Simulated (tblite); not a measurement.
# C4H12ClNSi3: the cost of one run

Computed with tblite 0.8.0 and PySCF 2.14.0, with density-fitted response routines of our own, on a single molecule in the gas phase. Atoms count from 0, in the outputs and in this text.

## Step 1: The molecule as given

21 atoms, charge 0, multiplicity 1; geometry from: force field or distance geometry start.

Bonds of the start (Å): C0–C1 1.48, C1–C2 1.19, C2–Si3 1.89, Si3–C4 1.85, Si3–N5 1.69, N5–Si6 1.68, N5–Si7 1.68, Si7–Cl8 2.05, C0–H9 1.09, C0–H10 1.09, C0–H11 1.09, Si3–H12 1.50, C4–H13 1.09, C4–H14 1.10, C4–H15 1.10, Si6–H16 1.49, Si6–H17 1.48, Si6–H18 1.48, Si7–H19 1.48, Si7–H20 1.48.

## Step 2: Relaxing the molecule with GFN2-xTB

What the job is given:

```
{"job": {"kind": "relax", "xc": "GFN2-xTB", "basis": "xTB"}, "charge": 0, "multiplicity": 1}
C      3.501100    -1.386500    -0.389500
C      2.264500    -0.696100     0.025200
C      1.273500    -0.146600     0.387400
Si    -0.319800     0.724300     0.906900
C     -0.137400     2.565800     0.824000
N     -1.707200     0.173700     0.109300
Si    -2.132400    -1.371900     0.616700
Si    -1.533900     0.218200    -1.558300
Cl    -3.353500     0.361300    -2.491800
H      4.357700    -0.729800    -0.273400
H      3.661500    -2.283300     0.210800
H      3.421900    -1.688200    -1.436600
H     -0.510600     0.440300     2.369500
H      0.670100     2.908800     1.475500
H      0.103500     2.909900    -0.194500
H     -1.061300     3.070100     1.138200
H     -2.375400    -1.367300     2.084800
H     -3.401400    -1.790200    -0.025500
H     -1.080400    -2.360900     0.296800
H     -0.835900    -0.974900    -2.098200
H     -0.813700     1.440100    -1.977900
```

Started as:

```bash
$ OMP_NUM_THREADS=1 python probes_run.py task.json out
```

This one command runs all jobs of the session in turn.

Q: Estimate the wall time and peak memory of this first job on 1 thread of Arm Neoverse V1, shared host.

About 2.6 s, with a peak of 0.18 GiB.
